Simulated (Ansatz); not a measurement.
The same calculation of K3AsF6, space group Fm-3m as a Python script and as an input file (the Ansatz DFT code, driven from Python).

Script `run_scf.py`:
```python
"""SCF run for K3AsF6."""

from pathlib import Path
import json
import warnings

import ansatz as az
import numpy as np

warnings.simplefilter("ignore", az.DeckWarning)

vectors = np.array([
    [0.0, 4.58386, 4.58386],
    [4.58386, 0.0, 4.58386],
    [4.58386, 4.58386, 0.0],
])
xtal = (
    az.Lattice.of(vectors)
    .atom("K", (0.25, 0.25, 0.25))
    .atom("K", (0.75, 0.75, 0.75))
    .atom("K", (0.5, 0.5, 0.5))
    .atom("As", (0.0, 0.0, 0.0))
    .atom("F", (0.22533, 0.22533, 0.77467))
    .atom("F", (0.22533, 0.77467, 0.77467))
    .atom("F", (0.77467, 0.77467, 0.22533))
    .atom("F", (0.22533, 0.77467, 0.22533))
    .atom("F", (0.77467, 0.22533, 0.77467))
    .atom("F", (0.77467, 0.22533, 0.22533))
)

# functional, basis and sampling
calculation = xtal.calculation()
calculation = calculation.functional("lda")
calculation = calculation.pseudopotentials("nc")
calculation = calculation.accuracy("low")
calculation = calculation.kpoints(2, 2, 2, center="gamma").occupations("fixed")
calculation = calculation.scf(extra_bands=2, self_checks="low")
calculation = calculation.band_table()
calculation = calculation.density()
calculation = calculation.potential().electron_localization_function()
calculation = calculation.output_files(volumetric_format="npy")
session = calculation.session()
planned = session.plan(threads=1)
res = planned.execute()
r = res.report

for key in ("converged", "n_iterations", "n_electrons", "n_kpoints", "n_pw", "n_symmetry_ops", "free_energy_ev", "fermi_energy_ev"):
    print(f"{key:18s} {r[key]}")

fermi = r["fermi_energy_ev"]
print("levels less the Fermi level (eV) at the first k-points")
for k, levels in list(zip(r["kpoints_frac"], r["eigenvalues_ev"]))[:3]:
    print("k = ({:.3f}, {:.3f}, {:.3f})".format(*k))
    print("   ", " ".join(f"{e - fermi:.3f}" for e in levels))

keep = ["free_energy_ev", "energy_sigma0_ev", "fermi_energy_ev", "n_iterations", "converged", "magnetization_mub", "n_kpoints"]
with open("k3asf6.json", "w") as handle:
    json.dump({key: r[key] for key in keep}, handle, indent=1)

folder = Path(res.write_results("fields"))
for name in sorted(p.name for p in folder.glob("*.npy")):
    field = np.load(folder / name)
    print(f"{name:16s} {str(field.shape):16s} min {field.min():10.4f}  mean {field.mean():10.4f}  max {field.max():10.4f}")
```

```console
$ python run_scf.py
converged          True
n_iterations       9
n_electrons        84.0
n_kpoints          3
n_pw               16865
n_symmetry_ops     48
free_energy_ev     -9349.466233866377
fermi_energy_ev    2.5108377696677024
levels less the Fermi level (eV) at the first k-points
k = (0.000, 0.000, 0.000)
    -35.730 -35.730 -35.729 -35.729 -35.729 -28.621 -28.614 -27.075 -21.649 -21.233 -21.233 -21.233 -21.018 -21.018 -12.304 -12.304 -12.304 -12.267 -12.267 -12.267 -10.862 -10.862 -10.862 -9.823 -4.876 -4.876 -4.876 -3.582 -3.582 -3.582 -3.414 -3.414 -2.742 -2.742 -2.742 -2.731 -2.731 -2.731 -2.341 -2.341 -2.341 -0.478 4.104 4.998
k = (0.000, 0.000, -0.500)
    -35.730 -35.730 -35.729 -35.729 -35.729 -28.617 -28.617 -27.074 -21.675 -21.211 -21.211 -21.211 -21.044 -21.044 -12.282 -12.282 -12.277 -12.277 -12.265 -12.264 -11.064 -10.841 -10.841 -9.500 -5.158 -5.042 -5.042 -3.529 -3.428 -3.428 -3.168 -3.168 -3.113 -2.978 -2.978 -2.732 -2.732 -2.662 -2.465 -2.465 -2.427 0.000 4.320 5.123
k = (0.000, -0.500, -0.500)
    -35.730 -35.730 -35.729 -35.729 -35.729 -28.618 -28.616 -27.074 -21.655 -21.237 -21.237 -21.236 -21.018 -21.017 -12.295 -12.295 -12.281 -12.254 -12.254 -12.246 -10.861 -10.860 -10.860 -9.801 -4.870 -4.870 -4.861 -3.716 -3.568 -3.416 -3.306 -3.306 -2.989 -2.851 -2.851 -2.839 -2.764 -2.764 -2.612 -2.612 -2.349 -0.222 4.834 5.227
elf.npy          (72, 72, 72)     min     0.0000  mean     0.2573  max     0.8923
rho.npy          (72, 72, 72)     min     0.0003  mean     0.4361  max    16.2375
v_es.npy         (72, 72, 72)     min  -266.0219  mean     1.7244  max     8.7427
v_tot.npy        (72, 72, 72)     min  -305.2931  mean    -7.1819  max     4.1755
```

`input.yaml`:
```yaml
crystal:
  lattice:
    - [0.0, 4.58386, 4.58386]
    - [4.58386, 0.0, 4.58386]
    - [4.58386, 4.58386, 0.0]
  atoms:
    - { symbol: K, position: [0.25, 0.25, 0.25] }
    - { symbol: K, position: [0.75, 0.75, 0.75] }
    - { symbol: K, position: [0.5, 0.5, 0.5] }
    - { symbol: As, position: [0.0, 0.0, 0.0] }
    - { symbol: F, position: [0.22533, 0.22533, 0.77467] }
    - { symbol: F, position: [0.22533, 0.77467, 0.77467] }
    - { symbol: F, position: [0.77467, 0.77467, 0.22533] }
    - { symbol: F, position: [0.22533, 0.77467, 0.22533] }
    - { symbol: F, position: [0.77467, 0.22533, 0.77467] }
    - { symbol: F, position: [0.77467, 0.22533, 0.22533] }
accuracy: low
kpoints:
  mp_grid: { grid: [2, 2, 2], shift: [0.0, 0.0, 0.0] }
hamiltonian:
  xc: lda
  pseudopotentials: { kind: nc }
scf:
  n_extra_bands: 2
  self_checks: low
  occupations: { method: fixed }
output:
  write_density: true
  write_potential: true
  volumetric_format: npy
  elf: true
  eigenvalues: true
```

The program run on that file:
```console
$ ansatz run input.yaml --threads 1 --pin off --max-ram 3072MiB --backend cpu --events-out ev --progress --plain --runs-dir out
settings of this run that can trade accuracy for cost: basis.ecutrho_ratio < 4; accuracy: low. Do not mix this run's numbers with those of runs without the same settings; the input reference describes each key
scf.n_extra_bands = 2 over 42 filled bands (N_el = 84.0): the run solves 44 bands
Engine: ansatz 0.2.0, aarch64-unknown-linux-gnu
Pseudopotentials: kind: nc
Pseudopotential: K, nc, valence charge 9, recommended cutoff 979.609905 eV (normal), K.nc.azcp (PseudoDojo's, or run here from an input of PseudoDojo's: the run reads no file of this project's for it)
Pseudopotential: As, nc, valence charge 15, recommended cutoff 1088.45545 eV (normal), As.nc.azcp (PseudoDojo's, or run here from an input of PseudoDojo's: the run reads no file of this project's for it)
Pseudopotential: F, nc, valence charge 7, recommended cutoff 1142.878222 eV (normal), F.nc.azcp (PseudoDojo's, or run here from an input of PseudoDojo's: the run reads no file of this project's for it)
Functional definition: SPW92
  exchange = slater_x
  correlation = pw_c
Crystal: 10 atoms, lattice volume = 192.630 Å³
Basis set: ecut = 1142.878222 eV, 16865 PW (Γ)
Bands: 44, of which v1, the nominal top of the filled ones, is band 42 counted from 1 (41 counted from 0)
Symmetry: 48 space group operations
Space group: Fm-3m (ITA 225), of the structure as read, at distance tolerance 5.8e-5 Å
k-points: 3 of 8
Non-local potential: K, projectors of the file, l = 0: 2, l = 1: 2, l = 2: 2
Non-local potential: As, projectors of the file, l = 0: 2, l = 1: 2, l = 2: 2
Non-local potential: F, projectors of the file, l = 0: 2, l = 1: 2, l = 2: 1
Initial density: superposition of atomic densities (chi_scale 0.1, normalization cell, long waves kept (reshape's long-wave potential 0.05 eV rms))
Initial wavefunctions: pseudopotential atomic-orbital guess
Functional: x = slater, c = lda
SCF iter   1: F=—  HF=-9361.648264 eV  |F-HF|=—  |Δ(HF+E_count)|=         —  Δρ=1.43e-1  dr2=3.73e1  ethr=3.10e-3  ⟨swp⟩=10.3  Hψ=699  notcnv=0
preconditioner: auto → Resta (q_TF=auto, 2.376 Å⁻¹)  ε∞=3.8  [insulator: Δε(μ)=1.726 eV  Ē_g=13.144 eV  n_scr=58 (ndim 8)  ℏωp=22.1 eV  f_vac=0.036  ε∞_Penn≈3.8]
SCF iter   2: F=—  HF=-9351.547138 eV  |F-HF|=—  |Δ(HF+E_count)|=    1.01e1  Δρ=5.02e-2  dr2=4.70e0  ethr=3.10e-3  ⟨swp⟩=5.7  Hψ=402  notcnv=0
SCF iter   3: F=—  HF=-9350.073236 eV  |F-HF|=—  |Δ(HF+E_count)|=    1.47e0  Δρ=1.69e-2  dr2=1.22e0  ethr=3.10e-3  ⟨swp⟩=4.0  Hψ=269  notcnv=0
SCF iter   4: F=—  HF=-9349.626235 eV  |F-HF|=—  |Δ(HF+E_count)|=   4.47e-1  Δρ=8.51e-3  dr2=3.33e-1  ethr=1.45e-3  ⟨swp⟩=5.7  Hψ=188  notcnv=0
SCF iter   5: F=—  HF=-9349.472848 eV  |F-HF|=—  |Δ(HF+E_count)|=   1.53e-1  Δρ=1.84e-3  dr2=1.73e-2  ethr=3.97e-4  ⟨swp⟩=4.7  Hψ=250  notcnv=0
SCF iter   6: F=—  HF=-9349.465798 eV  |F-HF|=—  |Δ(HF+E_count)|=   7.05e-3  Δρ=3.48e-4  dr2=3.59e-4  ethr=2.06e-5  ⟨swp⟩=5.0  Hψ=252  notcnv=0
SCF iter   7: F=—  HF=-9349.465772 eV  |F-HF|=—  |Δ(HF+E_count)|=   2.61e-5  Δρ=7.10e-5  dr2=7.14e-6  ethr=4.27e-7  ⟨swp⟩=2.0  Hψ=253  notcnv=0
SCF iter   8: F=—  HF=-9349.466234 eV  |F-HF|=—  |Δ(HF+E_count)|=   4.62e-4  Δρ=1.69e-5  dr2=3.44e-7  ethr=8.50e-9  ⟨swp⟩=2.7  Hψ=283  notcnv=0
SCF iter   9: F=-9349.466234 eV  HF=-9349.466234 eV  |F-HF|=2.11e-9  |Δ(HF+E_count)|=   9.36e-9  Δρ=3.05e-6  dr2=1.90e-8  ethr=1.19e-10  ⟨swp⟩=8.7  Hψ=639  notcnv=0
SCF 1 converged in 9 iterations: F = -9349.466234 eV  dr2 = 1.90e-8
SCF converged after 9 iterations
Free energy (F): -9349.466234 eV
Harris-Foulkes:  -9349.466234 eV  (|F-HF|=2.11e-9)
Internal energy: -9349.466234 eV  (E = F + TS)
E sigma→0 (E₀):  -9349.466234 eV
Fermi energy:    2.510838 eV
--- Per-component energies (eV) ---
  E_band       = -914.836000
  E_kinetic    = 5535.996273
  E_local      = -9607.269161  (includes V_loc(G=0)·N_el)
  E_nonlocal   = -1477.519697
  E_hartree    = 3273.483675
  E_xc         = -2023.314212
  E_vxc        = -1913.013403  (∫ρ·V_xc dr)
  E_ewald      = -5050.843111
  E_smearing   = -0.000000  (= −TS)
  E_closure    = 0.000000  (closes the sum)
  Σ components = -9349.466234   (vs F -9349.466234, Δ=0.00e0)
--- Band table (eV) ---
  k-point 0: bands = ["-33.2191", "-33.2191", "-33.2178", "-33.2178", "-33.2178", "-26.1100", "-26.1027", "-24.5638", "-19.1384", "-18.7226", "-18.7226", "-18.7226", "-18.5075", "-18.5075", "-9.7932", "-9.7932", "-9.7932", "-9.7560", "-9.7560", "-9.7560", "-8.3516", "-8.3516", "-8.3516", "-7.3119", "-2.3652", "-2.3652", "-2.3652", "-1.0710", "-1.0710", "-1.0710", "-0.9032", "-0.9032", "-0.2309", "-0.2309", "-0.2309", "-0.2203", "-0.2203", "-0.2203", "0.1700", "0.1700", "0.1700", "2.0332", "6.6144", "7.5092"]
  k-point 1: bands = ["-33.2191", "-33.2191", "-33.2178", "-33.2178", "-33.2178", "-26.1060", "-26.1059", "-24.5636", "-19.1647", "-18.6998", "-18.6997", "-18.6997", "-18.5332", "-18.5332", "-9.7713", "-9.7713", "-9.7664", "-9.7664", "-9.7544", "-9.7528", "-8.5528", "-8.3302", "-8.3302", "-6.9896", "-2.6474", "-2.5312", "-2.5312", "-1.0184", "-0.9171", "-0.9171", "-0.6573", "-0.6573", "-0.6026", "-0.4671", "-0.4671", "-0.2208", "-0.2208", "-0.1507", "0.0461", "0.0461", "0.0841", "2.5108", "6.8307", "7.6334"]
  k-point 2: bands = ["-33.2191", "-33.2191", "-33.2178", "-33.2178", "-33.2178", "-26.1070", "-26.1047", "-24.5636", "-19.1440", "-18.7262", "-18.7262", "-18.7252", "-18.5067", "-18.5058", "-9.7840", "-9.7840", "-9.7702", "-9.7433", "-9.7433", "-9.7356", "-8.3503", "-8.3495", "-8.3495", "-7.2902", "-2.3589", "-2.3589", "-2.3505", "-1.2047", "-1.0573", "-0.9050", "-0.7954", "-0.7954", "-0.4783", "-0.3400", "-0.3400", "-0.3277", "-0.2530", "-0.2530", "-0.1009", "-0.1009", "0.1623", "2.2890", "7.3447", "7.7378"]
settings of this run that can trade accuracy for cost: basis.ecutrho_ratio < 4; accuracy: low. Do not mix this run's numbers with those of runs without the same settings; the input reference describes each key
```

These settings explore the input space; cutoff and mesh may be short of convergence. The computed bands are complete only to about 5.0 eV above the Fermi level. Under fixed occupations the level called the Fermi level is the highest filled one on the SCF mesh; off the mesh a filled band can lie a little above it. Energy and stress may still move on a finer k-point mesh. Only differences from the Fermi energy are physical; the zero of the scale is a convention. The fields are valence quantities on the plane-wave grid; their values near the nuclei depend on the potentials. The structure comes from a database of computed cells and needn't be a stable or known phase. Gaps and levels are Kohn-Sham values on a finite set of k-points, without spin-orbit coupling.

(Lines on the test bed's own set-up are left out of the output.)
